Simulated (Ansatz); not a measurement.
**BiAu2: further runs on the relaxed cell**

One table from this session's results is given with a row withheld; the runs are named, their logs left out.

Program: Ansatz 0.2.0. Level of theory: DFT PBEsol, scalar-relativistic, plane waves, PAW. These are calculated values, not measurements.

1 further run of the same task is left out (set aside as unsound or not needed).

### Starting point

Symmetry: Fd-3m, No. 227, cubic system. Conventional cell: a = 7.944 Å, b = 7.944 Å, c = 7.944 Å, α = 90.00°, β = 90.00°, γ = 90.00°. Bi (site symmetry -43m) has 12 Au at 3.29 Å and 4 Bi at 3.44 Å in its first shell of neighbours. Au (site symmetry -3m) has 6 Au at 2.81 Å and 6 Bi at 3.29 Å in its first shell of neighbours.

Structure file:

```
Bi Au
1.0
     0.00000    3.97222    3.97222
     3.97222    0.00000    3.97222
     3.97222    3.97222    0.00000
Bi Au
2 4
Direct
  0.50000 0.50000 0.50000
  0.75000 0.75000 0.75000
  0.12500 0.12500 0.12500
  0.62500 0.12500 0.12500
  0.12500 0.12500 0.62500
  0.12500 0.62500 0.12500
```

This cell was relaxed beforehand with the same method: volume 20.89 Å³/atom, gap on the mesh none (metal).

Set-up of the first run:

input.yaml reads:

```yaml
crystal:
  lattice:
    - [0.0, 3.9722174803, 3.9722174803]
    - [3.9722174803, 0.0, 3.9722174803]
    - [3.9722174803, 3.9722174803, 0.0]
  atoms:
    - { symbol: Bi, position: [0.5, 0.5, 0.5] }
    - { symbol: Bi, position: [0.75, 0.75, 0.75] }
    - { symbol: Au, position: [0.125, 0.125, 0.125] }
    - { symbol: Au, position: [0.625, 0.125, 0.125] }
    - { symbol: Au, position: [0.125, 0.125, 0.625] }
    - { symbol: Au, position: [0.125, 0.625, 0.125] }
basis:
  ecutwfc: 420
kpoints:
  mp_grid: { grid: [8, 8, 8] }
  band_path:
    path:
      - [[0.0, 0.0, 0.0], [0.5, 0.0, 0.5], [0.625, 0.25, 0.625]]
      - [[0.375, 0.375, 0.75], [0.0, 0.0, 0.0], [0.5, 0.5, 0.5], [0.5, 0.25, 0.75], [0.5, 0.0, 0.5]]
    npoints: 14
hamiltonian:
  xc: pbesol
scf:
  occupations: { method: gaussian, width: 0.1 }
  n_extra_bands: 15
output:
  forces: true
  stress: true
  eigenvalues: true
  populations: true
  dos: { projected: true, de: 0.02, nscf_kmesh: { grid: [12, 12, 12] } }
  bader: true
```

Command:

```console
> ansatz run input.yaml --threads 1 --pin off --max-ram 2560MiB --backend cpu --events-out ev --progress --plain --runs-dir out
```

Among the steps run: Static run: bands, density of states and charges; The cell scaled to 0.97 of its volume; The cell scaled to 1.03 of its volume; Volume × 0.94; The cell scaled to 1.06 of its volume.

One table of the session follows, with a row left open; its other results are not shown here.

It belongs to the step «Energy against volume». 

| volume (Å³/atom) | energy above the lowest point (meV/atom) | pressure (GPa) |
| --- | --- | --- |
| 19.638 | 32.8 | 8.95 |
| 20.265 | 7.7 | 4.05 |
| 20.892 | 0.0 | 0.00 |
| 21.519 | ? | ? |
| 22.145 | 25.5 | -6.11 |

Estimate the missing values for volume (Å³/atom) = 21.519.

Worked estimate for «energy above the lowest point (meV/atom)». A straight line through the neighbours (20.892, 0.0) and (22.145, 25.5) gives 0.0 + (25.5 − 0.0) × (21.519 − 20.892) / (22.145 − 20.892) = 12.8; a parabola fitted to 3 rows on both sides gives 5.9.

**Answer.** energy above the lowest point (meV/atom): 6.8; pressure (GPa): -3.35. In «energy above the lowest point (meV/atom)» the line misses by +6.0 and the parabola by -0.9.

Limits of these values: The projections leave out shells that the potentials don't hold, such as empty d states.
